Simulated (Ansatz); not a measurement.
# CdS2O2: the cost of one run

Method: DFT PBE, scalar-relativistic, plane waves, PAW, in Ansatz 0.2.0.

### Step 1. The structure to begin with

It takes space group I4/mmm (No. 139, tetragonal). The conventional cell has a = 4.251 Å, b = 4.251 Å, c = 10.029 Å, α = 90.00°, β = 90.00°, γ = 90.00°. Cd (site symmetry 4/mmm) is surrounded by 8 S at 3.29 Å and 10 O at 3.32 to 3.60 Å. S (site symmetry -4m2) is surrounded by 4 O at 2.39 Å and 4 S at 3.01 Å and 4 Cd at 3.29 Å. Around O (site symmetry 4mm) lie 4 S at 2.39 Å and 1 O at 2.83 Å and 4 Cd at 3.32 Å.

Coordinates:

```cif
data_structure
_symmetry_space_group_name_H-M 'P 1'
_symmetry_Int_Tables_number 1
_cell_length_a 5.8463
_cell_length_b 5.8463
_cell_length_c 5.8463
_cell_angle_alpha 137.360
_cell_angle_beta 137.360
_cell_angle_gamma 61.885
_cell_volume 90.62
loop_
_atom_site_label
_atom_site_type_symbol
_atom_site_fract_x
_atom_site_fract_y
_atom_site_fract_z
_atom_site_occupancy
Cd1 Cd 0.00000 0.00000 0.00000 1
S1 S 0.25000 0.75000 0.50000 1
S2 S 0.75000 0.25000 0.50000 1
O1 O 0.64127 0.64127 0.00000 1
O2 O 0.35873 0.35873 0.00000 1
```

Recipe of the guess: species swapped into a database cell of LaSi2Ru2 (I4/mmm, No. 139), with Cd on the La sites, O on the Si sites and S on the Ru sites. Its size is a rough estimate.

### Step 2. Probe: one point on a coarse mesh

input.yaml

```yaml
crystal:
  lattice:
    - [-2.12557071, 2.12557071, 5.01425674]
    - [2.12557071, -2.12557071, 5.01425674]
    - [2.12557071, 2.12557071, -5.01425674]
  atoms:
    - { symbol: Cd, position: [0.0, 0.0, 0.0] }
    - { symbol: S, position: [0.25, 0.75, 0.5] }
    - { symbol: S, position: [0.75, 0.25, 0.5] }
    - { symbol: O, position: [0.64126515, 0.64126515, 0.0] }
    - { symbol: O, position: [0.35873485, 0.35873485, 0.0] }
basis:
  ecutwfc: 420
kpoints:
  mp_grid: { grid: [6, 6, 6] }
hamiltonian:
  xc: pbe
scf:
  occupations: { method: gaussian, width: 0.1 }
  lower_state_search: "off"
output:
  forces: true
  stress: true
  eigenvalues: true
```

Run with:

```bash
$ ansatz run input.yaml --threads 1 --pin off --max-ram 2560MiB --backend cpu --events-out ev --progress --plain --runs-dir out
```

What time and memory should one allow on 1 thread of Intel Xeon at 2.50GHz (Skylake/Cascade Lake), shared host?

About 7.7 s, with a peak of 0.42 GiB.
